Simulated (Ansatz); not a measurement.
# P2S3: a single-point run

Wanted: field gradients for P2S3.

Method: DFT, PBE, plane-wave PAW, default files, scalar-relativistic, in Ansatz 0.2.0.

## Step 1: The starting structure

It takes space group P2_1/m (No. 11, monoclinic). Conventional cell: a = 6.775 Å, b = 10.801 Å, c = 7.056 Å, α = 90.00°, β = 90.89°, γ = 90.00°. Around P (site symmetry 1) lie 3 S at 1.92 to 2.13 Å. Around P (site symmetry m) lie 1 S at 2.04 Å and 2 P at 2.27 Å. Around P (site symmetry m) lie 3 S at 2.11 to 2.16 Å. S (site symmetry 1) is surrounded by 1 P at 1.92 Å. Around S (site symmetry 1) lie 2 P at 2.11 to 2.12 Å. S (site symmetry m) has 2 P at 2.13 Å as nearest neighbours. Around S (site symmetry m) lie 2 P at 2.04 to 2.16 Å.

Structure file:

```cif
data_structure
_symmetry_space_group_name_H-M 'P2_1/m'
_symmetry_Int_Tables_number 11
_cell_length_a 6.7749
_cell_length_b 10.8010
_cell_length_c 7.0560
_cell_angle_alpha 90.000
_cell_angle_beta 90.892
_cell_angle_gamma 90.000
_cell_volume 516.26
loop_
_atom_site_label
_atom_site_type_symbol
_atom_site_symmetry_multiplicity
_atom_site_Wyckoff_symbol
_atom_site_fract_x
_atom_site_fract_y
_atom_site_fract_z
_atom_site_occupancy
P1 P 4 f 0.75385 0.11369 0.73074 1
P2 P 2 e 0.79173 0.25000 0.48987 1
P3 P 2 e 0.33072 0.25000 0.61117 1
S1 S 4 f 0.89163 0.54127 0.74710 1
S2 S 4 f 0.44448 0.09287 0.75280 1
S3 S 2 e 0.85089 0.25000 0.92889 1
S4 S 2 e 0.51718 0.25000 0.36551 1
```

## Step 2: The calculation

input.yaml reads:

```yaml
crystal:
  lattice:
    - [6.774852161, 0.0, 0.0]
    - [0.0, 10.80100402, 0.0]
    - [-0.1098725316, 0.0, 7.0551478468]
  atoms:
    - { symbol: P, position: [0.75385193, 0.1136924, 0.7307369] }
    - { symbol: P, position: [0.24614807, 0.6136924, 0.2692631] }
    - { symbol: P, position: [0.24614807, 0.8863076, 0.2692631] }
    - { symbol: P, position: [0.75385193, 0.3863076, 0.7307369] }
    - { symbol: P, position: [0.791725, 0.25, 0.4898743] }
    - { symbol: P, position: [0.208275, 0.75, 0.5101257] }
    - { symbol: P, position: [0.33071716, 0.25, 0.6111666] }
    - { symbol: P, position: [0.66928284, 0.75, 0.3888334] }
    - { symbol: S, position: [0.8916322, 0.5412748, 0.74710194] }
    - { symbol: S, position: [0.1083678, 0.0412748, 0.25289806] }
    - { symbol: S, position: [0.1083678, 0.4587252, 0.25289806] }
    - { symbol: S, position: [0.8916322, 0.9587252, 0.74710194] }
    - { symbol: S, position: [0.44447971, 0.09286525, 0.75279966] }
    - { symbol: S, position: [0.55552029, 0.59286525, 0.24720034] }
    - { symbol: S, position: [0.55552029, 0.90713475, 0.24720034] }
    - { symbol: S, position: [0.44447971, 0.40713475, 0.75279966] }
    - { symbol: S, position: [0.85088953, 0.25, 0.92889095] }
    - { symbol: S, position: [0.14911047, 0.75, 0.07110905] }
    - { symbol: S, position: [0.51718002, 0.25, 0.36551165] }
    - { symbol: S, position: [0.48281998, 0.75, 0.63448835] }
kpoints:
  mp_grid: { grid: [1, 1, 1] }
scf:
  occupations: { method: fermi_dirac, width: 0.02 }
  max_iter: 100
hamiltonian:
  xc: pbe
  pseudopotentials: { kind: paw }
output:
  forces: true
  stress: true
  populations: true
  efg: { quadrupole_moments_barn: { S: -0.0694 }, contact_densities: true }
```

Command:

```sh
> ansatz run input.yaml --threads 1 --pin off --max-ram 2560MiB --backend cpu --events-out ev --progress --plain --runs-dir out
```

Q: Will this input give a usable result? If not, why, and what should change?

The run converged and reported no error. Convergence says nothing about whether the input makes sense.

The suspect setting: kpoints.mp_grid.grid is [1, 1, 1]. One k-point can't sample the Brillouin zone of so small a cell.

The test: set kpoints.mp_grid.grid to [4, 3, 4].
